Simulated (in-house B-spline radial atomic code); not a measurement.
# Mo¹⁹⁺: ionisation energy by several methods

Aim: the ionisation energy of Mo¹⁹⁺ by several methods, each as the difference of two self-consistent energies (Mo¹⁹⁺ and the next ion, [Ar] 3d4).

Method: Dirac-Coulomb, several functionals; spherical all-electron atom at the radial basis limit. Code: in-house B-spline radial atomic code version 1.

## 1. The atom as given

```
element       : molybdenum (Z = 42)
charge        : +19
electrons     : 23
configuration : [Ar] 3d5
nucleus       : Fermi, rms radius 4.409 fm
```

The outer shells:

[Ar] 3d5
```
[Ar] core
3d [↑ ][↑ ][↑ ][↑ ][↑ ]
```

The boxes only draw the filling; these runs are spin-restricted and spherical.

## 2. OLYP, a GGA

Settings, as recorded:

```ini
Z = 42
electrons = 23.0
configuration = [Ar] 3d5
hamiltonian = dirac
method = optx,lyp
spin_polarised = False
nucleus = fermi
rms_radius = 4.4091
mass_number = 98
atomic_mass = 97.905403609
speed_of_light = 137.035999084
```

## 3. exchange-only LDA

Changes to the settings of step 2:

```diff
@@ -4,3 +4,3 @@
 hamiltonian = dirac
-method = optx,lyp
+method = lda,
 spin_polarised = False
```

Before running: The tabulated ionisation energy is 829 ± 4 eV (tabulated theoretical; NIST Atomic Spectra Database). What does each method give, and which comes nearest?

As calculated:

| method | rung | total energy (hartree) | ΔSCF (eV) | with Breit, QED, recoil (eV) | −ε highest (eV) | corrected ΔSCF less tabulated (eV) |
| --- | --- | --- | --- | --- | --- | --- |
| exchange-only LDA | LDA | -3853.9630 | 823.32 | 823.14 | 791.55 (3d5/2) | -5.86 |
| OLYP | GGA | -3862.1547 | 827.92 | 827.74 | 796.15 (3d5/2) | -1.26 |

**Reading.** Against the tabulated ionisation energy, 829 ± 4 eV (tabulated theoretical; NIST Atomic Spectra Database), the best here is OLYP (-1.26 eV) and the worst exchange-only LDA (-5.86 eV, or 0.71 %). Open shells are averaged (over orientations, and over spins where the run is restricted), while tables refer to the lowest levels. For the semilocal functionals minus the highest level recovers only 96 % of their own ΔSCF value, a mark of self-interaction.

Members of this set that are not shown: 2 used exact exchange with fractional occupations of an open shell, which is unsound here.
